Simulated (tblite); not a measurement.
# GeH3O6P: the cost of one run

Programs: tblite 0.8.0 and PySCF 2.14.0. All values are calculated, for the isolated system unless a continuum is named. Atoms count from 0, parts from 1.

## 1. Starting point

11 atoms, charge 0, multiplicity 1; geometry: distance geometry start.

## 2. Geometry optimisation with GFN2-xTB

The job: settings as JSON, then the geometry in Å.

```
{"job": {"kind": "relax", "xc": "GFN2-xTB", "basis": "xTB"}, "charge": 0, "multiplicity": 1}
O      1.647656    -1.891930    -0.517545
P      1.117788    -0.511525    -0.172582
O      2.255588     0.625864     0.214346
O      0.185649     0.040520    -1.504895
Ge    -1.162176     0.218688    -0.304778
O     -1.580843     1.943467    -0.092114
O     -2.482999    -0.876394    -0.753857
O     -0.127197    -0.483575     0.976138
H      3.184306     0.291994     0.186202
H     -0.837545     2.405683     0.410032
H     -2.145308    -1.763809    -1.014772
```

With the program's defaults for keys left out, this is: GFN2-xTB geometry optimisation, gas phase.

Launch:

```console
$ OMP_NUM_THREADS=1 python cluster_run.py task.json out
```

One launch serves the whole session: the jobs run in the order shown.

**Question.** How long does this first job take on 1 thread of Arm Neoverse V2, shared host?

About 1.8 s.
